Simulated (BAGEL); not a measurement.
# C2H6AlS− (SMILES C[C]([AlH3-])=S) at 4 levels

Aim: a comparison of 4 runs (B3LYP/6-31G*, B3LYP/cc-pVDZ, PBE0/cc-pVDZ, RI-MP2/cc-pVDZ) of C2H6AlS−. 

Program for the calculation: BAGEL 1.2.2.

## Step 1: Starting point

C2H6AlS− has 10 atoms, charge -1, and is taken as a singlet. As SMILES, `C[C]([AlH3-])=S`. The shape comes from GFN2-xTB, which is rough for such elements, and wasn't checked as a minimum.

Bond lengths: C1–C2 1.502 Å, C2–Al3 2.058 Å, C2–S4 1.648 Å, C1–H5 1.093 Å, C1–H6 1.093 Å, C1–H7 1.091 Å, Al3–H8 1.591 Å, Al3–H9 1.611 Å, Al3–H10 1.611 Å. Some angles: C1–C2–Al3 124.3°, C1–C2–S4 116.5°, Al3–C2–S4 119.1°, C2–C1–H5 110.5°, C2–C1–H6 110.7°, C2–C1–H7 109.5°, C2–Al3–H8 110.8°, C2–Al3–H9 102.7°, C2–Al3–H10 102.9°, H5–C1–H6 107.7°.

## Step 2: The energy at B3LYP/6-31G(d) (density fitting with qzvpp-jkfit, spherical functions) (run 1)

Contents of dft.json:

```json
{ "bagel": [

{
  "title": "molecule",
  "basis": "6-31gs.json",
  "df_basis": "qzvpp-jkfit",
  "angstrom": true,
  "geometry": [
    { "atom": "C", "xyz": [      -0.351600,       1.355410,      -0.614240 ] },
    { "atom": "C", "xyz": [      -0.559810,      -0.103870,      -0.325830 ] },
    { "atom": "Al", "xyz": [       0.712510,      -1.256230,       0.810220 ] },
    { "atom": "S", "xyz": [      -1.917030,      -0.792930,      -0.957170 ] },
    { "atom": "H", "xyz": [      -0.275800,       1.525900,      -1.690860 ] },
    { "atom": "H", "xyz": [      -1.192610,       1.946390,      -0.243400 ] },
    { "atom": "H", "xyz": [       0.566800,       1.694100,      -0.131870 ] },
    { "atom": "H", "xyz": [       0.183280,      -2.752920,       0.910240 ] },
    { "atom": "H", "xyz": [       0.723880,      -0.482440,       2.223140 ] },
    { "atom": "H", "xyz": [       2.110370,      -1.133420,       0.019790 ] }
  ]
},

{ "title": "ks", "xc_func": "b3lyp", "charge": -1 },

{ "title": "print", "file": "orbitals.molden", "orbitals": true }

]}
```

The basis set 6-31G* is read from a file made from the Basis Set Exchange's data (not shown).

Launch:

```
$ BAGEL_NUM_THREADS=1 BAGEL dft.json > dft.out
```

Output:

```text
* using 1 threads per process

  ===============================================================
  ===============================================================

  *** Geometry ***

  { "atom" : "C", "xyz" : [     -0.664428,      2.561354,     -1.160745 ] },
  { "atom" : "C", "xyz" : [     -1.057888,     -0.196286,     -0.615729 ] },
  { "atom" : "Al", "xyz" : [      1.346449,     -2.373931,      1.531094 ] },
  { "atom" : "S", "xyz" : [     -3.622662,     -1.498421,     -1.808789 ] },
  { "atom" : "H", "xyz" : [     -0.521186,      2.883533,     -3.195262 ] },
  { "atom" : "H", "xyz" : [     -2.253706,      3.678144,     -0.459959 ] },
  { "atom" : "H", "xyz" : [      1.071097,      3.201385,     -0.249198 ] },
  { "atom" : "H", "xyz" : [      0.346349,     -5.202265,      1.720104 ] },
  { "atom" : "H", "xyz" : [      1.367935,     -0.911679,      4.201126 ] },
  { "atom" : "H", "xyz" : [      3.988021,     -2.141853,      0.037398 ] },

  Number of auxiliary basis functions:      514

  Since a DF basis is specified, we compute 2- and 3-index integrals:
    o Being stored without compression. Storage requirement is 0.024 GB

  Number of basis functions:       76
  Number of electrons      :       47

    * METHOD: MOLECULE                             0.46

  *** Kohn-Sham DFT ***

    * Removing 18640 points whose weight is below 1.00e-10
    * Grid points: 130420

  === Nuclear Repulsion ===
   184.8519178154

       - DIIS with orbital gradients will be used.

  === KS iteration (b3lyp / 6-31gs.json) ===
      0       -665.10874381          0.13974026           0.63
      1       -592.18151067          0.16236506           0.60
      2       -591.99935750          0.16199449           0.59
      3       -692.48856051          0.19309777           0.59
      4       -715.72114442          0.06918374           0.59
      5       -704.49246275          0.12352105           0.59
[... 13 lines of this table left out ...]
     19       -720.45625895          0.00000001           0.60
     20       -720.45625895          0.00000000           0.59
    * SCF iteration converged.

    * Permanent dipole moment:
           (    0.788803,    -1.579982,     0.949321) a.u.

    * METHOD: KS                                  13.53

    * METHOD: PRINT                                0.03

  ===============================================================
```

Run time: 14 s. Hardware: 1 thread of Arm Neoverse N1, shared host; peak memory 0.49 GiB.

## Step 3: The energy at B3LYP/cc-pVDZ (density fitting with qzvpp-jkfit) (run 2)

Contents of input.json:

```json
{ "bagel" : [

{
  "title" : "molecule",
  "basis" : "cc-pvdz.json",
  "df_basis" : "qzvpp-jkfit",
  "angstrom" : true,
  "geometry" : [
    { "atom" : "C", "xyz" : [   -0.351600,    1.355410,   -0.614240 ] },
    { "atom" : "C", "xyz" : [   -0.559810,   -0.103870,   -0.325830 ] },
    { "atom" : "Al", "xyz" : [    0.712510,   -1.256230,    0.810220 ] },
    { "atom" : "S", "xyz" : [   -1.917030,   -0.792930,   -0.957170 ] },
    { "atom" : "H", "xyz" : [   -0.275800,    1.525900,   -1.690860 ] },
    { "atom" : "H", "xyz" : [   -1.192610,    1.946390,   -0.243400 ] },
    { "atom" : "H", "xyz" : [    0.566800,    1.694100,   -0.131870 ] },
    { "atom" : "H", "xyz" : [    0.183280,   -2.752920,    0.910240 ] },
    { "atom" : "H", "xyz" : [    0.723880,   -0.482440,    2.223140 ] },
    { "atom" : "H", "xyz" : [    2.110370,   -1.133420,    0.019790 ] }
  ]
},
{ "title" : "ks", "xc_func" : "b3lyp", "charge" : -1 },
{ "title" : "print", "file" : "orbitals.molden", "orbitals" : true }

]}
```

The basis set cc-pVDZ is read from a file made from the Basis Set Exchange's data (not shown).

Launch:

```
$ BAGEL_NUM_THREADS=1 BAGEL input.json > input.out
```

Output:

```text
* using 1 threads per process

  ===============================================================
  ===============================================================

  *** Geometry ***

  { "atom" : "C", "xyz" : [     -0.664428,      2.561354,     -1.160745 ] },
  { "atom" : "C", "xyz" : [     -1.057888,     -0.196286,     -0.615729 ] },
  { "atom" : "Al", "xyz" : [      1.346449,     -2.373931,      1.531094 ] },
  { "atom" : "S", "xyz" : [     -3.622662,     -1.498421,     -1.808789 ] },
  { "atom" : "H", "xyz" : [     -0.521186,      2.883533,     -3.195262 ] },
  { "atom" : "H", "xyz" : [     -2.253706,      3.678144,     -0.459959 ] },
  { "atom" : "H", "xyz" : [      1.071097,      3.201385,     -0.249198 ] },
  { "atom" : "H", "xyz" : [      0.346349,     -5.202265,      1.720104 ] },
  { "atom" : "H", "xyz" : [      1.367935,     -0.911679,      4.201126 ] },
  { "atom" : "H", "xyz" : [      3.988021,     -2.141853,      0.037398 ] },

  Number of auxiliary basis functions:      514

  Since a DF basis is specified, we compute 2- and 3-index integrals:
    o Being stored without compression. Storage requirement is 0.036 GB

  Number of basis functions:       94
  Number of electrons      :       47

    * METHOD: MOLECULE                             0.48

  *** Kohn-Sham DFT ***

    * Removing 18640 points whose weight is below 1.00e-10
    * Grid points: 130420

  === Nuclear Repulsion ===
   184.8519178154

       - DIIS with orbital gradients will be used.

  === KS iteration (b3lyp / cc-pvdz.json) ===
      0       -681.64878458          0.08799220           0.76
      1       -692.36280818          0.10365757           0.71
      2       -672.24884574          0.08916863           0.72
      3       -702.87246539          0.08902979           0.71
      4       -704.35674254          0.09988815           0.71
      5       -711.62169347          0.08604876           0.73
[... 16 lines of this table left out ...]
     22       -720.49462035          0.00000003           0.73
     23       -720.49462035          0.00000001           0.72
    * SCF iteration converged.

    * Permanent dipole moment:
           (    0.907544,    -1.501400,     1.000407) a.u.

    * METHOD: KS                                  18.96

    * METHOD: PRINT                                0.04

  ===============================================================
```

Wall time 20 s (1 thread of Arm Neoverse N1, shared host); peak memory 0.57 GiB.

Run 3 isn't shown in full; the table further down has it.

## Step 4: A single-point energy at RI-MP2/cc-pVDZ (density fitting with qzvpp-jkfit) (run 4)

Contents of mp2.json:

```json
{ "bagel" : [

{
  "title" : "molecule",
  "basis" : "cc-pvdz.json",
  "df_basis" : "qzvpp-jkfit",
  "angstrom" : "true",
  "geometry" : [
    { "atom" : "C", "xyz" : [      -0.351600,       1.355410,      -0.614240 ] },
    { "atom" : "C", "xyz" : [      -0.559810,      -0.103870,      -0.325830 ] },
    { "atom" : "Al", "xyz" : [       0.712510,      -1.256230,       0.810220 ] },
    { "atom" : "S", "xyz" : [      -1.917030,      -0.792930,      -0.957170 ] },
    { "atom" : "H", "xyz" : [      -0.275800,       1.525900,      -1.690860 ] },
    { "atom" : "H", "xyz" : [      -1.192610,       1.946390,      -0.243400 ] },
    { "atom" : "H", "xyz" : [       0.566800,       1.694100,      -0.131870 ] },
    { "atom" : "H", "xyz" : [       0.183280,      -2.752920,       0.910240 ] },
    { "atom" : "H", "xyz" : [       0.723880,      -0.482440,       2.223140 ] },
    { "atom" : "H", "xyz" : [       2.110370,      -1.133420,       0.019790 ] }
  ]
},

{
  "title" : "hf",
  "charge" : -1
},

{
  "title" : "mp2",
  "charge" : -1,
  "ncore" : 12
}

]}
```

The basis set cc-pVDZ is read from a file made from the Basis Set Exchange's data (not shown).

Launch:

```
$ BAGEL_NUM_THREADS=1 BAGEL mp2.json > mp2.out
```

Output:

```text
* using 1 threads per process

  ===============================================================
  ===============================================================

  *** Geometry ***

  { "atom" : "C", "xyz" : [     -0.664428,      2.561354,     -1.160745 ] },
  { "atom" : "C", "xyz" : [     -1.057888,     -0.196286,     -0.615729 ] },
  { "atom" : "Al", "xyz" : [      1.346449,     -2.373931,      1.531094 ] },
[... 6 lines of this table left out ...]
  { "atom" : "H", "xyz" : [      3.988021,     -2.141853,      0.037398 ] },

  Number of auxiliary basis functions:      514

  Since a DF basis is specified, we compute 2- and 3-index integrals:
    o Being stored without compression. Storage requirement is 0.036 GB

  Number of basis functions:       94
  Number of electrons      :       47

    * METHOD: MOLECULE                             0.48

  *** RHF ***

  === Nuclear Repulsion ===
   184.8519178154

      * DIIS with orbital gradients will be used.

  === RHF iteration (cc-pvdz.json) ===
      0       -718.54668844          0.01132677           0.14
      1       -718.64729512          0.00564377           0.13
      2       -718.66773263          0.00181724           0.13
[... 12 lines of this table left out ...]
     15       -718.67104978          0.00000001           0.13
    * SCF iteration converged.

    * Permanent dipole moment:
           (    0.764969,    -1.627638,     0.949065) a.u.

    * METHOD: HF                                   2.40

  *** RHF ***

  === Nuclear Repulsion ===
   184.8519178154

      * DIIS with orbital gradients will be used.

  === RHF iteration (cc-pvdz.json) ===
      0       -718.67104978          0.00000000           0.13
    * SCF iteration converged.

    * Permanent dipole moment:
           (    0.764969,    -1.627638,     0.949065) a.u.

  === DF-MP2 calculation ===

    * freezing 12 orbitals
    * 3-index integral transformation done
    * assembly done

      MP2 correlation energy:   -0.4924721190      0.07

      MP2 total energy:       -719.1635218994

    * METHOD: MP2                                  0.36

  ===============================================================
```

It took 3.6 s on 1 thread of Arm Neoverse N1, shared host; peak memory 0.14 GiB.

## Step 5: The series

```
run                                                                 level  frozen core orbitals  energy (Eh)  HOMO energy (eV)  LUMO energy (eV)  HOMO–LUMO gap (eV)  wall time
  1  B3LYP/6-31G* (density fitting with qzvpp-jkfit, spherical functions)                     –  -720.456259             -0.75              2.59                3.34       14 s
  2                      B3LYP/cc-pVDZ (density fitting with qzvpp-jkfit)                     –  -720.494620             -0.72              2.58                3.30       20 s
  3                       PBE0/cc-pVDZ (density fitting with qzvpp-jkfit)                     –  -720.095586             -0.99              2.69                3.68       20 s
  4                     RI-MP2/cc-pVDZ (density fitting with qzvpp-jkfit)                    12  -719.163522                 –                 –                   –      3.6 s
```

## Step 6: Outcome

```
                                           quantity          value
                                run 4: total energy  -719.16352 Eh
run 4: correlation energy (12 core orbitals frozen)     -492.5 mEh
```

Over runs 1, 2, 3 the HOMO–LUMO gap runs from 3.30 eV (B3LYP/cc-pVDZ) to 3.68 eV (PBE0/cc-pVDZ). The empty levels of an anion lie above zero and hang on the basis. Totals of different functionals can't be ranked against each other. All runs together took 58 s, the longest 20 s.
